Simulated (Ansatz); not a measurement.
# CH4FOSi: rigid scan of one bond length

Computed with Ansatz 0.2.0 through its Python package. Level of theory: B3LYP/cc-pVDZ.

### Step 1. The system

Bond lengths: C1–Si2 1.792 Å, Si2–O3 1.629 Å, Si2–F4 1.619 Å, C1–H5 1.095 Å, C1–H6 1.118 Å, C1–H7 1.123 Å, O3–H8 1.028 Å. Angles: C1–Si2–O3 111.8°, C1–Si2–F4 107.8°, O3–Si2–F4 103.4°, Si2–C1–H5 115.0°, Si2–C1–H6 114.9°, Si2–C1–H7 112.2°, H5–C1–H6 107.1°, H5–C1–H7 103.3°, H6–C1–H7 103.1°, Si2–O3–H8 116.8°.

No structure file is read: the coordinates are typed or built in the script.

### Step 2. The script

File scan.py:

```python
"""Stretching a bond of CH4FOSi, the rest held rigid."""

import ansatz as az
import matplotlib.pyplot as plt
import numpy as np


def main() -> None:
    geometry_ang = [
        ("C", (-0.6451, 0.8229, -0.0184)),
        ("Si", (-0.229, -0.915, 0.1094)),
        ("O", (1.1333, -1.1478, 0.9708)),
        ("F", (0.1679, -1.4398, -1.3699)),
        ("H", (0.1068, 1.4439, -0.5168)),
        ("H", (-0.891, 1.3198, 0.9525)),
        ("H", (-1.5694, 0.994, -0.6323)),
        ("H", (2.0187, -1.135, 0.4489)),
    ]
    ch4fosi = az.Crystal.molecule()
    for symbol, xyz in geometry_ang:
        ch4fosi = ch4fosi.atom(symbol, xyz)

    symbols = [site.symbol for site in ch4fosi.cartesian_sites]
    start = np.array([site.position_ang for site in ch4fosi.cartesian_sites])
    axis = (start[3] - start[1]) / np.linalg.norm(start[3] - start[1])
    moving = [3]
    lengths, energies = [1.425, 1.49, 1.554, 1.619, 1.684, 1.749, 1.813, 1.91], []
    for length in lengths:
        xyz = start.copy()
        xyz[moving] += (length - np.linalg.norm(start[3] - start[1])) * axis
        point = az.Crystal.molecule()
        for symbol, place in zip(symbols, xyz):
            point = point.atom(symbol, place.tolist())
        calc = (
            point.calculation()
            .basis(gaussian="cc-pVDZ")
            .functional("B3LYP")
            .spin("collinear", total=1)
            .scf(lower_state_search="light")
        )
        summary = calc.run().report
        energies.append(summary["free_energy_ev"])
        print(f"r = {length:6.3f} A  E = {energies[-1]:.5f} eV  <S^2> = {abs(summary['mean_field']['state']['spin_squared']):.3f}")

    # quartic fit about the minimum
    fit = np.polynomial.Polynomial.fit(lengths, np.array(energies) - min(energies), 4).convert()
    roots = [r.real for r in fit.deriv().roots() if abs(r.imag) < 1e-9 and fit.deriv(2)(r.real) > 0]
    r_e = min(roots, key=lambda r: abs(r - lengths[int(np.argmin(energies))]))
    print(f"minimum of the fit at {r_e:.4f} A, force constant {fit.deriv(2)(r_e):.2f} eV/A^2")
    plt.figure(figsize=(4.5, 3))
    plt.plot(lengths, np.array(energies) - min(energies), "o-")
    plt.xlabel("bond length (A)")
    plt.ylabel("E - E(min) (eV)")
    plt.tight_layout()
    plt.savefig("scan.png", dpi=100)


if __name__ == "__main__":
    main()
```

### Step 3. The calls as engine input

The package turns the script's settings into the engine's input (first run):

```yaml
crystal:
  periodic: [false, false, false]
  atoms:
    - { symbol: C, position_ang: [-0.6451, 0.8229, -0.0184] }
    - { symbol: Si, position_ang: [-0.229, -0.915, 0.1094] }
    - { symbol: O, position_ang: [1.1333, -1.1478, 0.9708] }
    - { symbol: F, position_ang: [0.12033316976662767, -1.3769048815659517, -1.1926119879964028] }
    - { symbol: H, position_ang: [0.1068, 1.4439, -0.5168] }
    - { symbol: H, position_ang: [-0.891, 1.3198, 0.9525] }
    - { symbol: H, position_ang: [-1.5694, 0.994, -0.6323] }
    - { symbol: H, position_ang: [2.0187, -1.135, 0.4489] }
basis:
  gaussian:
    orbitals: cc-pVDZ
hamiltonian:
  xc: b3lyp
magnetization:
  spin_polarized: true
  initial_magnetization: 1.0
scf:
  lower_state_search: light
```

### Step 4. Launch

Command:

```bash
> python scan.py
```

What time and memory should one allow on 1 thread of Arm Neoverse V2, shared host?

About 26 s, with a peak of 0.29 GiB.
